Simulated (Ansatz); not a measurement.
# Ru (reference phase): the cost of one run

Computed with Ansatz 0.2.0 (DFT r²SCAN, with the methods named in each step, unless a step's input says otherwise).

### Step 1. The structure to begin with

It takes space group P6_3/mmc (No. 194, hexagonal). The conventional cell has a = 2.704 Å, b = 2.704 Å, c = 4.282 Å, α = 90.00°, β = 90.00°, γ = 120.00°. Ru (site symmetry -6m2) has 12 Ru at 2.65 to 2.70 Å as nearest neighbours.

As a file:

```
Ru
1.0
     2.70389    0.00000    0.00000
    -1.35194    2.34164    0.00000
     0.00000    0.00000    4.28168
Ru
2
Direct
  0.33333 0.66667 0.25000
  0.66667 0.33333 0.75000
```

Atoms are numbered in the order of the input: Ru1, Ru2.

### Step 2. Relaxed, PAW

input.yaml reads:

```yaml
crystal:
  lattice:
    - [2.70389, 0.0, 0.0]
    - [-1.351945, 2.341637429, 0.0]
    - [0.0, 0.0, 4.28168]
  atoms:
    - { symbol: Ru, position: [0.3333333333, 0.6666666667, 0.25] }
    - { symbol: Ru, position: [0.6666666667, 0.3333333333, 0.75] }
kpoints:
  mp_grid: { grid: [21, 21, 12] }
scf:
  occupations: { method: fermi_dirac, width: 0.05 }
hamiltonian:
  xc: r2scan
  pseudopotentials: { kind: paw }
output:
  forces: true
  stress: true
relax:
  f_tol: 0.003
  max_steps: 80
  cell: {}
```

The run is started by

```sh
ansatz run input.yaml --threads 1 --pin off --max-ram 3072MiB --backend cpu --events-out ev --progress --plain --runs-dir out
```

Q: Estimate wall time and peak memory on 1 thread of Arm Neoverse V1, shared host.

About 69 s, with a peak of 0.5 GiB.
